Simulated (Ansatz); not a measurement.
# Al3B2N: the cost of one run

Program: Ansatz 0.2.0. Level of theory: DFT PBE, scalar-relativistic, plane waves, PAW. These are calculated values, not measurements.

## Step 1: The starting structure

The structure is trigonal, space group R-3m (No. 166). Conventional cell: a = 5.456 Å, b = 5.456 Å, c = 7.479 Å, α = 90.00°, β = 90.00°, γ = 120.00°. Around Al (site symmetry 2/m) lie 2 N at 2.01 Å and 2 B at 2.30 Å. B (site symmetry 3m) is surrounded by 1 B at 1.63 Å and 3 Al at 2.30 Å. N (site symmetry -3m) is surrounded by 6 Al at 2.01 Å.

As a file:

```
CELL_PARAMETERS angstrom
2.72825 1.57515 2.49312
-2.72825 1.57515 2.49312
0.00000 -3.15031 2.49312
ATOMIC_POSITIONS crystal
Al 0.00000 0.50000 0.00000
Al 0.50000 0.00000 0.00000
Al 0.00000 0.00000 0.50000
B 0.60928 0.60928 0.60928
B 0.39072 0.39072 0.39072
N 0.00000 0.00000 0.00000
```

The cell was relaxed beforehand at this level, from a database cell with other species swapped in; it needn't be the stable form of this composition. At a tolerance of 0.05 Å it has space group R-3m (No. 166); it has 10.71 Å³/atom, an uncorrected energy of +0.18 eV/atom over the elements.

## Step 2: Bands, states and charges

input.yaml

```yaml
crystal:
  lattice:
    - [2.7282481125, 1.5751547822, 2.4931247691]
    - [-2.7282481125, 1.5751547822, 2.4931247691]
    - [0.0, -3.1503095644, 2.4931247691]
  atoms:
    - { symbol: Al, position: [0.0, 0.5, 0.0] }
    - { symbol: Al, position: [0.5, 0.0, 0.0] }
    - { symbol: Al, position: [0.0, 0.0, 0.5] }
    - { symbol: B, position: [0.6092793389, 0.6092793389, 0.6092793389] }
    - { symbol: B, position: [0.3907206611, 0.3907206611, 0.3907206611] }
    - { symbol: "N", position: [0.0, 0.0, 0.0] }
basis:
  ecutwfc: 420
kpoints:
  mp_grid: { grid: [12, 12, 12] }
  band_path:
    path:
      - [[0.0, 0.0, 0.0], [0.5, 0.5, 0.5], [0.56721966, 0.43278034, 0.5]]
      - [[0.5, -0.43278034, 0.43278034], [0.5, 0.0, 0.0], [0.0, 0.0, 0.0], [0.46639017, -0.46639017, 0.0]]
      - [[0.53360983, 0.0, 0.46639017], [0.5, 0.0, 0.5], [0.0, 0.0, 0.0]]
    npoints: 14
hamiltonian:
  xc: pbe
scf:
  occupations: { method: gaussian, width: 0.1 }
  n_extra_bands: 15
output:
  forces: true
  stress: true
  eigenvalues: true
  populations: true
  dos: { projected: true, de: 0.02, nscf_kmesh: { grid: [15, 15, 15] } }
  bader: true
  write_density: true
  write_potential: true
  elf: true
  volumetric_format: npy
```

On the command line:

```
$ ansatz run input.yaml --threads 1 --pin off --max-ram 2560MiB --backend cpu --events-out ev --progress --plain --runs-dir out
```

What time and memory should one allow on 1 thread of Arm Neoverse V2, shared host?

About 1.8 min, with a peak of 0.57 GiB.
